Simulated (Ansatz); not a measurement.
LiFeN under changes of volume

One of the cells (11.734 Å³/atom); the others are scaled copies at fixed shape and fractional positions:

```
Fe N Li
1.0
     3.12113    0.00000    0.00000
    -1.56057    2.70298    0.00000
     0.00000    0.00000    4.17279
Fe N Li
1 1 1
Direct
  0.33333 0.66667 0.50000
  0.00000 0.00000 0.50000
  0.00000 0.00000 0.00000
```

The cell comes from a database or a generator and needn't be the stable form of this composition.

* Program: Ansatz 0.2.0
* Functional: PBE
* Potentials or basis: Ansatz PAW
* Cutoff: 420 eV (not typed: the program's choice for these potentials)
* k mesh: 10 × 10 × 7
* Occupations: fermi-dirac, width 0.05 eV
* Spin: collinear spin, ferromagnetic start
* Starting moments: [3.0, 0.0, 0.0] μB

```csv
volume (Å³/atom),energy over the lowest point (meV/atom),pressure (GPa)
11.044,?,?
11.274,0.29,1.7
11.504,0.00,-1.1
11.734,3.50,-3.6
11.964,10.43,-5.9
12.195,20.47,-8.0
```

**Question.** What does the run at 11.044 Å³/atom give?

**Answer.** Energy over the lowest point 4.86 meV/atom; pressure 4.8 GPa.

Worked out: A Birch-Murnaghan fit of order 3 (a polynomial in V^(-2/3)) to the other rows has its minimum at 11.41 Å³/atom with B0 = V·E''(V) = 137 GPa and B' = 4.3 at fixed shape and positions, which overstates the stiffness. It gives 4.81 meV/atom at 11.044 Å³/atom, against the run's 4.86, and -dE/dV = 4.7 GPa, against 4.8.

Energies are extrapolated to zero smearing.

Caveats: the starting moments weren't kept.
